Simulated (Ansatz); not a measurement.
# HAuS (SMILES [SH][Au]): a rigid scan of the bond length S1–H3

How does the energy rise as the bond length S1–H3 leaves its equilibrium value, and do density functionals follow CCSD(T)? No other atom is relaxed.

Computed with Ansatz 0.2.0, Gaussian basis. Level: single points in def2-TZVPP.

Levels: PBE-D4, r2SCAN-D4, PBE0-D4, B3LYP-D4, wB97M-V, Hartree-Fock, MP2, CCSD, CCSD(T). The scan takes 1.158, 1.198, 1.256, 1.323, 1.399, 1.480, 1.566, 1.656, 1.750 Å.

Correlated methods freeze the cores. Filled d shells of the heavier atoms are correlated. Core potentials replace the inner electrons past krypton, and spin-orbit coupling is left out. B3LYP uses VWN-RPA correlation.

27 further runs of the same task are left out: 27 set aside as unsound or not needed.

## 1. Where the work starts

SMILES `[SH][Au]`, 3 atoms, charge 0, spin multiplicity 1.

Atoms are counted from 1 here; the program's logs count them from 0.

Bond lengths: S1–Au2 2.281 Å, S1–H3 1.500 Å. Angles: Au2–S1–H3 127.6°.

Geometry (Å):

```
S    -0.3309   -0.4704   -0.2406
Au    1.6355   -0.1786    0.8785
H    -1.3155    0.5842   -0.6512
```

## 2. A first relaxation in a small basis

pre/in.yaml

```yaml
crystal:
  periodic: [false, false, false]
  atoms:
    - {symbol: S, position_ang: [-0.330900, -0.470400, -0.240600]}
    - {symbol: Au, position_ang: [1.635500, -0.178600, 0.878500]}
    - {symbol: H, position_ang: [-1.315500, 0.584200, -0.651200]}
basis:
  gaussian: {orbitals: def2-SVP}
hamiltonian: {xc: pbe, dispersion: d4}
relax: {f_tol: 0.03, max_steps: 250}
```

The command line of these runs was not kept.

The runs that follow: Finding the minimum; The minimum at every level; S1–H3 = 1.158 Å; S1–H3 = 1.198 Å; S1–H3 = 1.256 Å; S1–H3 = 1.323 Å; S1–H3 = 1.399 Å; S1–H3 = 1.480 Å; S1–H3 = 1.566 Å; S1–H3 = 1.656 Å; S1–H3 = 1.750 Å.

Before running it: what results should come out? Wanted: highest point, CCSD(T); lowest point, CCSD(T); minimum along the scan, CCSD(T); RMS deviation from CCSD(T); largest T1 diagnostic.

The runs gave:

```
                       quantity                                                                                                                      value
         highest point, CCSD(T)                                                                                                        1.109 eV at 1.750 Å
          lowest point, CCSD(T)                                                                                                        0.000 eV at 1.346 Å
minimum along the scan, CCSD(T)                                                                                                                    1.342 Å
                curvature there                                                                                                                 26.1 eV/Å²
     RMS deviation from CCSD(T)  PBE-D4 0.073, r2SCAN-D4 0.020, PBE0-D4 0.013, B3LYP-D4 0.018, wB97M-V 0.020, Hartree-Fock 0.107, MP2 0.047, CCSD 0.021 eV
          largest T1 diagnostic                                                                                                                      0.027
```

In words: A polynomial through the near points puts the CCSD(T) minimum 0.004 Å below the PBE0-D4 value. It is steeper on the short side than on the long one. Curvature against CCSD(T): PBE-D4 -8 %, Hartree-Fock +11 %. The curve of PBE0-D4 lies nearest to CCSD(T), that of Hartree-Fock farthest. The T1 diagnostic is large here, over the usual mark for main-group molecules (transition-metal compounds often pass it harmlessly), so CCSD(T) itself may be off.
